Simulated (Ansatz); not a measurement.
Hf2Pd2Se2Br2O3:

```
CELL_PARAMETERS angstrom
5.75899 0.00000 0.00000
-2.87949 4.98743 0.00000
0.00000 0.00000 8.52547
ATOMIC_POSITIONS crystal
Hf 0.33333 0.66667 0.54201
Hf 0.66667 0.33333 0.54201
Pd 0.33333 0.66667 0.12880
Pd 0.66667 0.33333 0.12880
Se 0.33333 0.66667 0.85572
Se 0.66667 0.33333 0.85572
Br 0.00000 0.00000 0.13895
Br 0.00000 0.00000 0.65384
O 0.50000 0.00000 0.42963
O 0.00000 0.50000 0.42963
O 0.50000 0.50000 0.42963
```

The cell was built by a generator and needn't be a form met in nature.

| Property | Result |
| --- | --- |
| Program | Ansatz 0.2.0 |
| Task | relaxation of cell and atoms |
| Functional | PBEsol |
| Potentials or basis | Ansatz PAW |
| Cutoff | 420 eV (not typed: the program's choice for these potentials) |
| k mesh | 4 × 4 × 3 |
| Occupations | fermi-dirac, width 0.05 eV |
| Spin | no spin polarisation |

At the start: volume 22.26 Å³/atom.

Where does the relaxation end?

It ends after 9 steps and the volume is 20.08 Å³/atom (-9.8 %); space group P6mm (No. 183, to 0.05 Å).

Step by step:
```tsv
step	energy change (eV)	largest force (eV/Å)	volume (Å³)
1	0.0000	0.3678	244.87
2	-0.2576	0.5137	223.60
3	-0.2760	0.2944	221.71
4	-0.2783	0.0781	221.56
5	-0.2798	0.0041	221.13
6	-0.2794	0.0061	221.49
7	-0.2622	0.0059	221.49
8	-0.2632	0.0014	220.85
9	-0.2624	0.0015	220.85
```

Final structure:
```cif
data_structure
_symmetry_space_group_name_H-M 'P 1'
_symmetry_Int_Tables_number 1
_cell_length_a 5.5906
_cell_length_b 5.5906
_cell_length_c 8.1593
_cell_angle_alpha 90.000
_cell_angle_beta 90.000
_cell_angle_gamma 120.000
_cell_volume 220.85
loop_
_atom_site_label
_atom_site_type_symbol
_atom_site_fract_x
_atom_site_fract_y
_atom_site_fract_z
_atom_site_occupancy
Hf1 Hf 0.33333 0.66667 0.54097 1
Hf2 Hf 0.66667 0.33333 0.54097 1
Pd1 Pd 0.33333 0.66667 0.14360 1
Pd2 Pd 0.66667 0.33333 0.14360 1
Se1 Se 0.33333 0.66667 0.86346 1
Se2 Se 0.66667 0.33333 0.86346 1
Br1 Br 0.00000 0.00000 0.14021 1
Br2 Br 0.00000 0.00000 0.65148 1
O1 O 0.50000 0.00000 0.41566 1
O2 O 0.00000 0.50000 0.41566 1
O3 O 0.50000 0.50000 0.41566 1
```

Caveat: the plane-wave basis is chosen anew once the cell has moved, so the energies of steps on either side of that aren't comparable; the PAW data sets come from PBE, with cores solved anew for the run's functional, which leaves a small shift of forces and pressure.
